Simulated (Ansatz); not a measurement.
# [GeH3]− (SMILES [H][Ge-]([H])[H]): levels of theory compared

Aim: a comparison of 6 runs (BLYP/STO-3G, PBE/STO-3G, PBE0/STO-3G, UPBE/STO-3G, wB97M-V/STO-3G, CCSD(T)/STO-3G) of [GeH3]−. 

The results are computed with Ansatz 0.2.0.

5 further runs of the same task are left out: 4 that didn't finish, 1 set aside as unsound or not needed.

## (1) The system as given

[GeH3]− has 4 atoms, charge -1, and is taken as a singlet. As SMILES, `[H][Ge-]([H])[H]`. The H4–Ge1 distance was set to 4.391 Å, away from the relaxed value. At this shape a bond of the SMILES string is far longer than usual.

Bond lengths: Ge1–H2 1.752 Å, Ge1–H3 1.754 Å. Angles: H2–Ge1–H3 89.1°.

## (2) The energy at BLYP/STO-3G (run 1)

in.yaml reads:

```yaml
crystal:
  periodic: [false, false, false]
  atoms:
    - {symbol: Ge, position_ang: [1.086673, 1.850261, 2.297825]}
    - {symbol: H, position_ang: [2.516143, 1.813001, 1.285385]}
    - {symbol: H, position_ang: [0.416733, 3.093931, 1.258095]}
    - {symbol: H, position_ang: [-0.736970, -1.223820, -0.251850]}
basis:
  gaussian:
    orbitals: STO-3G
total_charge: -1
hamiltonian:
  xc: {name: BLYP}
accuracy: high
```

Command:

```sh
$ ansatz run in.yaml --threads 1 --pin off --max-ram 2610MiB --events-out events.jsonl --progress --plain --runs-dir runs
```

Log:

```text
Warning: RAYON_NUM_THREADS=1 ignored (pool sized by the plan → 1); use --threads N
Functional definition: BLYP
  name "BLYP"
  parameter beta = 0.0042
  parameter a = 0.04918
  parameter b = 0.132
  parameter c = 0.2533
  parameter d = 0.349
  exchange = b88_x(beta = beta)
  correlation = lyp_c(a = a, b = b, c = c, d = d)
247 factors; integrals over basis functions are off by at most 1.4e-8 eV
mean field evaluation 1: about -55557.0146 eV, gradient 2.6e2 eV
mean field evaluation 2: about -55830.6397 eV, gradient 5.1e1 eV
mean field evaluation 4: about -55853.5770 eV, gradient 6.1e1 eV
mean field evaluation 8: about -55895.5639 eV, gradient 2.6e1 eV
mean field evaluation 16: about -55901.5325 eV, gradient 8.1e-2 eV
mean field evaluation 32: about -55854.8290 eV, gradient 5.4e1 eV
mean field evaluation 64: about -55901.5221 eV, gradient 4.2e-1 eV
mean field -55901.53498683 eV, -2054.3435193447 hartree, gradient 1.2e-8 eV, S^2 0.000000; 6 other end points of the search recorded, 0 dependent functions left out
reference -55901.53502982 eV, -2054.3435209246 hartree; 18, 18 occupied and 3, 3 virtual orbitals, 247 factors
Total energy: -55901.53502982 eV, -2054.3435209246 hartree
```

Wall time 2.4 s (1 thread of Arm Neoverse V1, shared host).

## (3) The energy at PBE/STO-3G (run 2)

run.yaml reads:

```yaml
crystal:
  periodic: [false, false, false]
  atoms:
    - symbol: Ge
      position_ang: [1.086673, 1.850261, 2.297825]
    - symbol: H
      position_ang: [2.516143, 1.813001, 1.285385]
    - symbol: H
      position_ang: [0.416733, 3.093931, 1.258095]
    - symbol: H
      position_ang: [-0.736970, -1.223820, -0.251850]
basis:
  gaussian:
    orbitals: STO-3G
accuracy: high
hamiltonian:
  xc: {name: PBE}
total_charge: -1
```

Command:

```sh
$ ansatz run run.yaml --threads 1 --pin off --max-ram 2610MiB --events-out events.jsonl --progress --plain --runs-dir runs
```

Log:

```text
Warning: RAYON_NUM_THREADS=1 ignored (pool sized by the plan → 1); use --threads N
Functional definition: PBE
  name "PBE"
  parameter kappa = 0.804
  parameter beta = 0.06672455060314922
  exchange = pbe_x(kappa = kappa, mu = beta*pi^2/3)
  correlation = pbe_c(beta = beta)
247 factors; integrals over basis functions are off by at most 1.4e-8 eV
mean field evaluation 1: about -55565.2031 eV, gradient 2.8e2 eV
mean field evaluation 2: about -55824.1877 eV, gradient 5.2e1 eV
mean field evaluation 4: about -55843.9493 eV, gradient 6.1e1 eV
mean field evaluation 8: about -55873.0062 eV, gradient 1.1e1 eV
mean field evaluation 16: about -55893.5429 eV, gradient 1.6e-1 eV
mean field evaluation 32: about -55846.5435 eV, gradient 5.3e1 eV
mean field evaluation 64: about -55893.3120 eV, gradient 4.4e0 eV
mean field -55893.54738934 eV, -2054.0499805512 hartree, gradient 6.2e-8 eV, S^2 0.000000; 6 other end points of the search recorded, 0 dependent functions left out
reference -55893.54739146 eV, -2054.0499806289 hartree; 18, 18 occupied and 3, 3 virtual orbitals, 247 factors
Total energy: -55893.54739146 eV, -2054.0499806289 hartree
```

Wall time 2.5 s (1 thread of Arm Neoverse V1, shared host).

Run 3 isn't shown in full; the table further down has it.

## (4) The energy at UPBE/STO-3G (run 4)

run.yaml reads:

```yaml
crystal:
  periodic: [false, false, false]
  atoms:
    - {symbol: Ge, position_ang: [1.086673, 1.850261, 2.297825]}
    - {symbol: H, position_ang: [2.516143, 1.813001, 1.285385]}
    - {symbol: H, position_ang: [0.416733, 3.093931, 1.258095]}
    - {symbol: H, position_ang: [-0.736970, -1.223820, -0.251850]}
basis:
  gaussian:
    orbitals: STO-3G
total_charge: -1
magnetization:
  spin_polarized: true
  initial_magnetization: 0
hamiltonian:
  xc: pbe
accuracy: high
```

Command:

```sh
$ ansatz run run.yaml --threads 1 --pin off --max-ram 2610MiB --events-out events.jsonl --progress --plain --runs-dir runs
```

Log, shortened:

```text
Warning: RAYON_NUM_THREADS=1 ignored (pool sized by the plan → 1); use --threads N
[... 2 set-up lines as earlier in the session ...]
[...]
247 factors; integrals over basis functions are off by at most 1.4e-8 eV
[...]
mean field -55894.33871022 eV, -2054.0790610572 hartree, gradient 1.9e-8 eV, S^2 0.945512; 11 other end points of the search recorded, 0 dependent functions left out
reference -55894.33871238 eV, -2054.0790611366 hartree; 18, 18 occupied and 3, 3 virtual orbitals, 247 factors
Total energy: -55894.33871238 eV, -2054.0790611366 hartree
```

Wall time 7.5 s (1 thread of Arm Neoverse V1, shared host); peak memory 0.11 GiB.

Run 5 isn't shown in full; the table further down has it.

## (5) A single-point energy at CCSD(T)/STO-3G (run 6)

in.yaml reads:

```yaml
crystal:
  periodic: [false, false, false]
  atoms:
    - symbol: Ge
      position_ang: [1.086673, 1.850261, 2.297825]
    - symbol: H
      position_ang: [2.516143, 1.813001, 1.285385]
    - symbol: H
      position_ang: [0.416733, 3.093931, 1.258095]
    - symbol: H
      position_ang: [-0.736970, -1.223820, -0.251850]
basis:
  gaussian:
    orbitals: STO-3G
total_charge: -1
correlation:
  method: ccsd_t
  frozen_orbitals: {Ge: 9, H: 0}
scf:
  omitted_lower_state_checks: [cluster_reference, increment]
accuracy: high
```

Command:

```sh
$ ansatz run in.yaml --threads 1 --pin off --max-ram 2610MiB --events-out events.jsonl --progress --plain --runs-dir runs
```

Log, shortened:

```text
Warning: RAYON_NUM_THREADS=1 ignored (pool sized by the plan → 1); use --threads N
Functional definition: HF
  name "HF"
[...]
247 factors; integrals over basis functions are off by at most 1.4e-8 eV
[...]
mean field -55864.28520722 eV, -2052.9746151928 hartree, gradient 6.8e-8 eV, S^2 0.000000; 0 other end points of the search recorded, 0 dependent functions left out; unrestricted orbitals would lower it
9 core orbitals not correlated: weight in the atoms' cores, before any rotation towards them, 1.000 or more for the frozen orbitals, at most 0.000 for the correlated occupied ones
reference -55864.28520722 eV, -2052.9746151928 hartree; 9, 9 occupied and 3, 3 virtual orbitals, 247 factors
second order -2.60781655 eV of doubles, -0.00000000 eV of singles
cycle   1  -1.88079761 eV  change   -5.1e-1 eV  update   1.7e-1
[...]
cycle  36  -4.59397780 eV  change   9.2e-11 eV  update  3.6e-10
perturbative correction -1.20571890 eV, -0.0443093523 hartree
WARN: these amplitudes may be one of several solutions (largest doubles amplitude 1.74, level shift 6.36 eV)
Total energy: -55870.08490392 eV, -2053.1877501155 hartree
Checks for a lower state left out: cluster_reference, increment
```

Wall time 0.18 s (1 thread of Arm Neoverse V1, shared host).

## (6) All runs side by side

| run | level | frozen core orbitals | energy (Eh) | wall time |
| --- | --- | --- | --- | --- |
| 1 | BLYP/STO-3G | – | -2054.343521 | 2.4 s |
| 2 | PBE/STO-3G | – | -2054.049981 | 2.5 s |
| 3 | PBE0/STO-3G | – | -2054.189974 | 1.3 s |
| 4 | UPBE/STO-3G | – | -2054.079061 | 7.5 s |
| 5 | wB97M-V/STO-3G | – | -2054.440614 | 22 s |
| 6 | CCSD(T)/STO-3G | 9 | -2053.187750 | 0.18 s |

## (7) Results

```
                                          quantity           value
                               run 6: total energy  -2053.18775 Eh
run 6: correlation energy (9 core orbitals frozen)      -213.1 mEh
                             run 6: (T) correction      -44.31 mEh
                              run 6: T1 diagnostic           0.213
```

What this shows: Totals of different functionals can't be ranked against each other. In run 6 the T1 diagnostic is large, so a single reference may not serve. In run 6 the log says that unrestricted orbitals would lower the reference, so the values rest on an unstable closed-shell determinant (other closed-shell runs at this shape may share the fault). In runs 1, 2, 3, 4, 5, 6 the basis is minimal, so the values are rough. Spin contamination of the reference: run 4 ⟨S²⟩ = 0.95. Where it is this large, the reference is a mixture of spin states, and values that rest on it are in doubt. All runs together took 35 s, the longest 22 s.
